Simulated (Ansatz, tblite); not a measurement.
**BF3H2S: rung by rung**

The task here is to estimate one member of a computed series from the others.

Computed with Ansatz 0.2.0, Gaussian basis. Level: as each input shows.

Plan: GFN1-xTB, GFN2-xTB, PBE-D4/def2-TZVP, r2SCAN-D4/def2-TZVP, LDA/def2-TZVP, B97M-V/def2-TZVP, revPBE-D4/def2-TZVP, HSE06-D4/def2-TZVP, BLYP-D4/def2-TZVP, ωB97X-V/def2-TZVP, HF/def2-TZVP, PBE-D4/def2-SVP, PBE0-D4/def2-SVP, HF/STO-3G, HF/6-31G, B3LYP-D4/6-31G, CCSD(T)/def2-TZVPP, MP2/def2-TZVP, RPA/def2-TZVP.

**The geometry**

The geometry is that of the singlet, from an earlier relaxation (PBE-D4/def2-SVP).

7 atoms, charge 0, spin multiplicity 1.

Bond lengths: B1–F5 1.333 Å, B1–F6 1.336 Å, B1–F7 1.333 Å, S2–H3 1.362 Å, S2–H4 1.362 Å. Angles: F5–B1–F6 119.1°, F5–B1–F7 119.7°, F6–B1–F7 119.1°, H3–S2–H4 91.7°.

PBE0-D4/def2-TZVP was run before; its log isn't repeated, and its numbers join the tables.

Set-up of the first run:

Tight binding, by tblite at 300 K electronic temperature and without a spin-polarisation term:

```python
tblite.interface.Calculator('GFN1-xTB', numbers, positions, charge=0, uhf=0).singlepoint()
```

Tight binding, by tblite at 300 K electronic temperature and without a spin-polarisation term:

```python
tblite.interface.Calculator('GFN2-xTB', numbers, positions, charge=0, uhf=0).singlepoint()
```

start.molden holds the orbitals of an earlier run on this state, given as this run's starting guess.

in.yaml reads:

```yaml
crystal:
  periodic: [false, false, false]
  atoms:
    - {symbol: B, position_ang: [0.145566, -0.249092, -1.130102]}
    - {symbol: S, position_ang: [0.126612, -0.216330, 1.582077]}
    - {symbol: H, position_ang: [0.492578, 1.094236, 1.634553]}
    - {symbol: H, position_ang: [-1.194977, 0.107577, 1.634622]}
    - {symbol: F, position_ang: [1.473358, -0.241099, -1.241744]}
    - {symbol: F, position_ang: [-0.523223, 0.902916, -1.238416]}
    - {symbol: F, position_ang: [-0.519904, -1.398208, -1.240980]}
basis:
  gaussian: {orbitals: def2-TZVP, initial_orbitals: start.molden}
hamiltonian: {xc: pbe, dispersion: d4}
scf: {omitted_lower_state_checks: [starts]}
output: {forces: true, orbitals: {seedname: orbitals}}
```

Command:

```console
> ansatz run in.yaml --threads 4 --pin off --events-out ev --progress --plain --max-ram 3916MiB
```

Among the steps run: PBE-D4/def2-TZVP; r2SCAN-D4/def2-TZVP; LDA/def2-TZVP; B97M-V/def2-TZVP; revPBE-D4/def2-TZVP; HSE06-D4/def2-TZVP; BLYP-D4/def2-TZVP; ωB97X-V/def2-TZVP; HF/def2-TZVP; PBE-D4/def2-SVP; PBE0-D4/def2-SVP; HF/STO-3G; HF/6-31G; B3LYP-D4/6-31G; CCSD(T)/def2-TZVPP; MP2/def2-TZVP; RPA/def2-TZVP.

One table of the session follows, with a row left open; its other results are not shown here.

| level | HOMO (eV) | LUMO (eV) | gap (eV) |
| --- | --- | --- | --- |
| HF/STO-3G | -8.52 | 9.85 | 18.37 |
| HF/6-31G | -11.81 | 3.85 | 15.66 |
| HF/def2-TZVP | -11.43 | 3.00 | 14.44 |
| LDA/def2-TZVP | -7.28 | -1.29 | 5.98 |
| PBE-D4/def2-SVP | -6.94 | -0.66 | 6.27 |
| PBE-D4/def2-TZVP | -7.12 | -1.17 | 5.95 |
| revPBE-D4/def2-TZVP | -7.06 | -1.12 | 5.95 |
| BLYP-D4/def2-TZVP | -6.96 | -1.10 | 5.86 |
| r2SCAN-D4/def2-TZVP | -7.42 | -0.87 | 6.56 |
| B97M-V/def2-TZVP | ? | ? | ? |
| B3LYP-D4/6-31G | -8.26 | 0.02 | 8.28 |
| PBE0-D4/def2-SVP | -8.32 | 0.36 | 8.68 |
| PBE0-D4/def2-TZVP | -8.43 | -0.14 | 8.29 |
| HSE06-D4/def2-TZVP | -8.03 | -0.53 | 7.50 |
| ωB97X-V/def2-TZVP | -10.81 | 2.12 | 12.94 |

Q: Estimate the row for B97M-V/def2-TZVP from the others.

The run gave: HOMO (eV): -7.50; LUMO (eV): -0.94; gap (eV): 6.56. In the column «HOMO (eV)» it lies between HSE06-D4/def2-TZVP (-8.03) and r2SCAN-D4/def2-TZVP (-7.42).
